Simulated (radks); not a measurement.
# Zr⁴⁺ in [Kr]: an all-electron calculation

Aim: the levels, the sizes of the orbitals and the parts of the energy of the zirconium ion Zr4+.

The numbers are computed with radks (a radial shooting solver on a logarithmic mesh, Libxc functionals) version 1 (Dirac Kohn-Sham, B86b exchange with PBE correlation, spin-unpolarised, spherical densities, point nucleus), except any that are marked as measured or tabulated.

**1. Starting point**

- element: zirconium (Z = 40)
- charge: +4
- electrons: 36
- configuration: [Kr]

The outer shells:

Zr⁴⁺
```
[Ar] core
3d [↑↓][↑↓][↑↓][↑↓][↑↓]
4s [↑↓]
4p [↑↓][↑↓][↑↓]
```

**2. The calculation**

Settings of this run:

```text
Z 40
configuration [Kr]
relativity Dirac
functional b86_mgc,pbe
spin unpolarised
j_filling energy
nucleus point
c 137.035999084
```

Q: Predict the outcome of this run.

**Answer**, as computed:

| quantity | value |
| --- | --- |
| total energy | -3596.65435 hartree |
| exchange-correlation share of it | 3.15 % |
| −T/E | 1.0335 |
| highest occupied level | 4p3/2, -72.197 eV |
| most extended occupied level | 4p3/2, <r> = 1.32 bohr |
| radius at density 0.001 e/bohr³ | 2.89 bohr |
| maxima of the radial density | 3 |
| ionisation energy, NIST | 80.35 (semi-emp.) eV |

**Reading.** 4 principal shells are occupied and 3 maxima appear in the radial density; where shells overlap, one shows as a shoulder or not at all. Relativity lifts −T/E to 1.033. Minus the highest eigenvalue, 72.197 eV, is 90 % of the tabulated ionisation energy (80.35 eV); the potential of a semilocal functional falls off too fast, so its top eigenvalue is too shallow. 
